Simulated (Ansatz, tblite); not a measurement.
**In5P4 zinc blende off sphere (In5P4Cl3): rung by rung**

Aim: run the singlet of In5P4 zinc blende off sphere (In5P4Cl3) at one geometry on many levels, and compare frontier levels, spin and run time.

The runs use Ansatz 0.2.0, Gaussian basis; as each input shows.

The runs, in order: GFN1-xTB, GFN2-xTB, PBE-D4/def2-TZVP, r2SCAN-D4/def2-TZVP, revPBE-D4/def2-TZVP, BHLYP-D4/def2-TZVP, ωB97X-V/def2-TZVP, LC-ωPBE(0.10)/def2-SVP, LC-ωPBE(0.15)/def2-SVP, LC-ωPBE(0.20)/def2-SVP, LC-ωPBE(0.30)/def2-SVP, PBE-D4/def2-SVP, PBE0-D4/def2-SVP, CCSD(T)/def2-SVP, MP2/def2-TZVP, RPA/def2-TZVP.

2 further runs of the same task are left out: 2 set aside as unsound or not needed. Runs told in other sessions of the task aren't counted.

**1. The relaxed structure**

The geometry is that of the singlet, from an earlier relaxation (PBE-D4/def2-SVP).

12 atoms, charge 0, spin multiplicity 1.

Bond lengths: In1–P6 2.580 Å, In1–P7 2.510 Å, In1–Cl10 2.385 Å, In2–P6 2.584 Å, In2–P8 2.508 Å, In2–Cl11 2.381 Å, In3–P6 2.511 Å, In3–P9 2.646 Å, In3–Cl12 2.374 Å, In4–P7 2.366 Å, In4–P9 2.519 Å, In5–P8 2.368 Å, In5–P9 2.525 Å. Angles: P6–In1–P7 143.2°, P6–In1–Cl10 104.4°, P7–In1–Cl10 112.4°, P6–In2–P8 141.6°, P6–In2–Cl11 106.2°, P8–In2–Cl11 112.2°, P6–In3–P9 131.6°, P6–In3–Cl12 121.6°, P9–In3–Cl12 106.8°, P7–In4–P9 165.4°, P8–In5–P9 166.8°, In1–P6–In2 90.2°, In1–P6–In3 97.3°, In2–P6–In3 96.3°, In1–P7–In4 83.5°, In2–P8–In5 84.2°, In3–P9–In4 84.2°, In3–P9–In5 83.1° and more.

In takes a core potential in the def2 sets. No spin-orbit coupling is included.

PBE0-D4/def2-TZVP was run before; its log isn't repeated, and its numbers join the tables.

**2. GFN1-xTB**

Tight binding, by tblite at 300 K electronic temperature and without a spin-polarisation term:

```python
tblite.interface.Calculator('GFN1-xTB', numbers, positions, charge=0, uhf=0).singlepoint()
```

Energy -848.4102 eV, HOMO -9.74 eV, LUMO -7.39 eV; 0.09 s.

**3. GFN2-xTB**

Tight binding, by tblite at 300 K electronic temperature and without a spin-polarisation term:

```python
tblite.interface.Calculator('GFN2-xTB', numbers, positions, charge=0, uhf=0).singlepoint()
```

Energy -819.0292 eV, HOMO -9.91 eV, LUMO -8.32 eV; 0.073 s.

**4. PBE-D4/def2-TZVP**

start.molden holds the orbitals of an earlier run on this state, given as this run's starting guess.

in.yaml

```yaml
crystal:
  periodic: [false, false, false]
  atoms:
    - {symbol: In, position_ang: [0.929548, -1.980104, 0.504207]}
    - {symbol: In, position_ang: [0.477120, 0.483546, -2.161446]}
    - {symbol: In, position_ang: [-2.143210, 0.289161, 0.578450]}
    - {symbol: In, position_ang: [0.498434, 0.261469, 2.816822]}
    - {symbol: In, position_ang: [0.353894, 2.624693, 0.305929]}
    - {symbol: P, position_ang: [-1.026469, -1.285738, -1.027376]}
    - {symbol: P, position_ang: [1.912931, -1.635257, 2.787734]}
    - {symbol: P, position_ang: [1.475759, 2.751286, -1.775130]}
    - {symbol: P, position_ang: [-1.153811, 2.078972, 2.256788]}
    - {symbol: Cl, position_ang: [2.155599, -3.571791, -0.781315]}
    - {symbol: Cl, position_ang: [1.025202, -0.386468, -4.308940]}
    - {symbol: Cl, position_ang: [-4.504997, 0.370242, 0.804286]}
basis:
  gaussian: {orbitals: def2-TZVP, fitting: {mean_field: def2-universal-jkfit}, initial_orbitals: start.molden}
hamiltonian: {xc: pbe, dispersion: d4}
scf: {omitted_lower_state_checks: [starts]}
output: {forces: true, orbitals: {seedname: orbitals}}
```

Launch:

```console
ansatz run in.yaml --threads 2 --pin off --events-out ev --progress --plain --max-ram 22528MiB --backend cuda --devices 0, --max-vram 18GiB
```

Further steps of the session: r2SCAN-D4/def2-TZVP; revPBE-D4/def2-TZVP; BHLYP-D4/def2-TZVP; ωB97X-V/def2-TZVP; LC-ωPBE(0.10)/def2-SVP; LC-ωPBE(0.15)/def2-SVP; LC-ωPBE(0.20)/def2-SVP; LC-ωPBE(0.30)/def2-SVP; PBE-D4/def2-SVP; PBE0-D4/def2-SVP; CCSD(T)/def2-SVP; MP2/def2-TZVP; RPA/def2-TZVP.

Q: Predict the results of all the runs planned. Wanted: gap in def2-TZVP, named functionals, smallest and largest; gap over the ω; correlation energy, CCSD(T)/def2-SVP; correlation energy, MP2/def2-TZVP; binding an atom, CCSD(T)/def2-SVP; PBE0 total energy, smallest basis above largest.

**Answer**, as computed:

| quantity | value |
| --- | --- |
| gap in def2-TZVP, named functionals, smallest and largest | 1.70 eV (PBE-D4), 6.75 eV (ωB97X-V) |
| gap over the ω (1/bohr) | 4.34 eV at 0.1, 6.65 eV at 0.3 |
| correlation energy, CCSD(T)/def2-SVP | -38.50 eV |
| correlation energy, MP2/def2-TZVP | -69.71 eV |
| binding an atom, CCSD(T)/def2-SVP | 2.140 eV |
| PBE0 total energy, smallest basis above largest | 26.37 eV (def2-SVP, def2-TZVP) |

In words: Over the named functionals in def2-TZVP the gap runs from 1.70 eV (PBE-D4) to 6.75 eV (ωB97X-V); exact exchange widens it. Raising the ω (1/bohr) from 0.1 to 0.3 moves the HOMO by -1.46 eV and the LUMO by +0.85 eV. The functionals in def2-TZVP miss CCSD(T)/def2-SVP by +0.180 (BHLYP-D4) to +0.462 eV (PBE-D4) an atom. The yardstick is in a double-zeta basis, so levels in larger sets aren't compared like for like. The reference is CCSD(T) in one finite basis, so it carries an error of its own, often a tenth of an eV or more, and near misses can't be ranked.
